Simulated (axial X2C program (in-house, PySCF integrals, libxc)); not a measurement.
**A two-component session on MnB⁺: properties at the nuclei**

Aim: properties at the nuclei of MnB⁺, with spin–orbit coupling in the Hamiltonian from the start.

Method: two-component X2C with atomic mean-field terms, Mn dyall-cv3z, B dyall-v3z; program: an in-house X2C program for linear molecules on PySCF integrals.

All values are calculated.

### 1 Input

File task.json:

```json
{
 "zs": [
  25,
  5
 ],
 "q": 1,
 "bas": [
  "dyall-cv3z",
  "dyall-v3z"
 ],
 "r0": 2.04,
 "levels": [
  "PBE0",
  "HF",
  "TPSSh",
  "LDA",
  "BHandHLYP"
 ],
 "nst": 3
}
```

Keys: zs atomic numbers; q charge; bas basis sets; r0 starting distance in Å; levels methods (HF also brings MP2); nst determinants followed.

Command:

```console
python soeom.py task.json out
```

After this run come: Expectation values, lowest determinant; Expectation values, a higher determinant; Expectation values, a higher determinant.

**Question.** What will these runs give? Wanted: lowest determinant; Eeff magnitude; Ws magnitude Mn; A∥/gI Mn; qzz Mn; higher determinant (for each run or level that gives them).

**Answer**, as computed:

| quantity | value |
| --- | --- |
| lowest determinant | Ω = 7/2 (excess of +ω over −ω: 2 × ω = 1/2, ω = 5/2) |
| Eeff magnitude (GV/cm), PBE0 | 0.405 |
| Ws magnitude Mn (kHz), PBE0 | 0.0394 |
| A∥/gI Mn (MHz), PBE0 | 399 |
| qzz Mn (a.u.), PBE0 | -0.67 |
| higher determinant | Ω = 3/2 (excess of +ω over −ω: ω = 1/2, ω = -3/2, ω = 5/2) |
| Eeff magnitude (GV/cm), PBE0, higher determinant | 0.397 |
| Ws magnitude Mn (kHz), PBE0, higher determinant | 0.0899 |
| A∥/gI Mn (MHz), PBE0, higher determinant | 765 |
| qzz Mn (a.u.), PBE0, higher determinant | -0.66 |
| higher determinant | Ω = 5/2 (excess of +ω over −ω: ω = 5/2) |
| Eeff magnitude (GV/cm), PBE0, higher determinant | 0.121 |
| Ws magnitude Mn (kHz), PBE0, higher determinant | 0.0072 |
| A∥/gI Mn (MHz), PBE0, higher determinant | -11.7 |
| qzz Mn (a.u.), PBE0, higher determinant | -1.01 |

In the first state, the effective field runs from 0.218 to 0.423 GV/cm over the mean-field levels. The expectation values come from single determinants, which for open shells can mix terms of unlike spin or miss the lowest Ω, so a determinant need not be a state. Eeff is the effective electric field on the electron dipole moment in this Ω state and Ws the scalar–pseudoscalar constant (defined with the proton number Z and per Ω); A∥ is the parallel hyperfine constant, which follows by multiplying with the nuclear g factor gI = μI/(I μN); qzz is the electric field gradient, eQq0 = 234.96 MHz × Q/barn × qzz. The operators were transformed with the bare-nucleus X2C matrices. A second determinant lies within 0.1 eV of the first, so their order is not settled at this level.
